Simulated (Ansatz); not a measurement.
# C4H10O3: a ladder of functionals and wavefunction methods

Aim: compute C4H10O3 with functionals from several rungs and with coupled cluster, and see how far each lands from CCSD(T) at the basis-set limit for the atomisation energy.

The runs use Ansatz 0.2.0, Gaussian basis; functionals in def2-TZVPP, the program's frozen cores in correlated methods.

Plan: LDA (SPW92), PBE-D4, revPBE-D4, BLYP-D4, r2SCAN-D4, B97M-V, PBE0-D4, B3LYP-D4, r2SCANh-D4, r2SCAN0-D4, HSE06-D4, BHLYP-D4, CAM-B3LYP-D4, LC-ωPBE, ωB97X-V, ωB97M-V, B2PLYP, PBE-QIDH; CCSD(T)/def2-SVP; CCSD(T)/def2-TZVPP; MP2/def2-QZVPP; extrapolation to the limit; RPA on PBE.

## Step 1: Structure used throughout

An earlier PBE0-D4 in a triple-zeta def2 set relaxation fixed the geometry.

17 atoms, charge 0, spin multiplicity 1.

Atoms are counted from 1 here; the program's logs count them from 0.

Bond lengths: O1–C2 1.407 Å, O1–H8 0.964 Å, C2–C3 1.513 Å, C2–H9 1.100 Å, C2–H10 1.093 Å, C3–O4 1.413 Å, C3–H11 1.099 Å, C3–H12 1.093 Å, O4–C5 1.406 Å, C5–C6 1.515 Å, C5–H13 1.101 Å, C5–H14 1.099 Å, C6–O7 1.409 Å, C6–H15 1.092 Å, C6–H16 1.098 Å, O7–H17 0.960 Å. Angles: C2–O1–H8 106.4°, O1–C2–C3 111.0°, O1–C2–H9 110.9°, O1–C2–H10 107.7°, C3–C2–H9 110.4°, C3–C2–H10 109.4°, H9–C2–H10 107.2°, C2–C3–O4 111.4°, C2–C3–H11 110.7°, C2–C3–H12 109.5°, O4–C3–H11 110.7°, O4–C3–H12 105.8°, H11–C3–H12 108.7°, C3–O4–C5 114.4°, O4–C5–C6 108.0°, O4–C5–H13 111.5°, O4–C5–H14 110.6°, C6–C5–H13 109.6° and more.

## Step 2: LDA

This LDA is Slater exchange with PW92 correlation.

The input, in.yaml:

```yaml
crystal:
  periodic: [false, false, false]
  atoms:
    - {symbol: O, position_ang: [-0.483108, -1.061399, -2.461664]}
    - {symbol: C, position_ang: [-0.036404, -1.759914, -1.325517]}
    - {symbol: C, position_ang: [-0.855664, -1.395302, -0.106628]}
    - {symbol: O, position_ang: [-0.852356, -0.000171, 0.118131]}
    - {symbol: C, position_ang: [0.308886, 0.484429, 0.745716]}
    - {symbol: C, position_ang: [0.108390, 1.958752, 1.029331]}
    - {symbol: O, position_ang: [1.225256, 2.518629, 1.680169]}
    - {symbol: H, position_ang: [-0.687301, -0.166522, -2.168461]}
    - {symbol: H, position_ang: [1.031207, -1.568747, -1.141489]}
    - {symbol: H, position_ang: [-0.143639, -2.828973, -1.528576]}
    - {symbol: H, position_ang: [-0.492101, -1.932120, 0.780611]}
    - {symbol: H, position_ang: [-1.900779, -1.666244, -0.275614]}
    - {symbol: H, position_ang: [1.197822, 0.348430, 0.110229]}
    - {symbol: H, position_ang: [0.492282, -0.051337, 1.687533]}
    - {symbol: H, position_ang: [-0.742746, 2.086775, 1.700702]}
    - {symbol: H, position_ang: [-0.128269, 2.483392, 0.094544]}
    - {symbol: H, position_ang: [1.958537, 2.550312, 1.060962]}
basis:
  gaussian: {orbitals: def2-TZVPP}
hamiltonian: {xc: lda}
output: {orbitals: {seedname: orbitals}}
```

Command:

```sh
$ ansatz run in.yaml --threads 2 --pin off --events-out ev --progress --plain --max-ram 32768MiB --backend cuda --devices 0, --max-vram 18GiB
```

The runs that follow: PBE-D4 (GGA); revPBE-D4 (GGA); BLYP-D4 (GGA); r2SCAN-D4 (meta-GGA); B97M-V (meta-GGA); PBE0-D4 (hybrid); B3LYP-D4 (hybrid); r2SCANh-D4 (hybrid); r2SCAN0-D4 (hybrid); HSE06-D4 (hybrid); BHLYP-D4 (hybrid); CAM-B3LYP-D4 (range-separated); LC-ωPBE (range-separated); ωB97X-V (range-separated); ωB97M-V (range-separated); B2PLYP (double hybrid); PBE-QIDH (double hybrid); CCSD(T) in def2-SVP; CCSD(T) in def2-TZVPP; MP2 in def2-QZVPP; RPA on PBE orbitals.

Before running them: what should the planned runs give, taken together? Wanted: atomisation energy, CCSD(T)/CBS; farthest beyond LDA; mean size of error, GGA; mean size of error, meta-GGA; mean size of error, hybrid; mean size of error, range-separated; mean size of error, double hybrid; gap, smallest and largest; T1 diagnostic.

The runs gave:

| quantity | value |
| --- | --- |
| atomisation energy, CCSD(T)/CBS | 1588.2 kcal/mol |
| functionals within 7.9 kcal/mol (0.5 %) | revPBE-D4, BLYP-D4, r2SCAN-D4, B97M-V, PBE0-D4, B3LYP-D4, HSE06-D4, CAM-B3LYP-D4, LC-ωPBE, ωB97X-V, ωB97M-V |
| farthest beyond LDA | BHLYP-D4 (-59.5 kcal/mol) |
| mean size of error, GGA | 16.0 kcal/mol |
| mean size of error, meta-GGA | 3.0 kcal/mol |
| mean size of error, hybrid | 18.2 kcal/mol |
| mean size of error, range-separated | 3.1 kcal/mol |
| mean size of error, double hybrid | 16.0 kcal/mol |
| gap, smallest and largest | 5.75 eV (BLYP-D4), 13.20 eV (LC-ωPBE) |
| T1 diagnostic | 0.0106 |
| triples share of the correlation energy | 3.6 % |

What this shows: LDA overbinds by 255.4 kcal/mol (16 %). PBE-D4 is off by +37.8 kcal/mol. Double hybrids carry the basis error of their MP2 part in triple zeta, and no dispersion term here, so their miss is partly the set-up's. The rungs meta-GGA, range-separated miss on average by less than the doubt on the reference (7.9 kcal/mol), so they tie. The reference freezes the cores and leaves out relativity and excitations past (T), so misses under about 7.9 kcal/mol can't be ranked. Hartree-Fock recovers 71 % of the binding; the rest is correlation. CCSD(T) in def2-SVP is off by -78.2 kcal/mol, which most functionals beat. The gap grows from 5.8 to 13.2 eV across the functionals, mostly with the share of exact exchange.
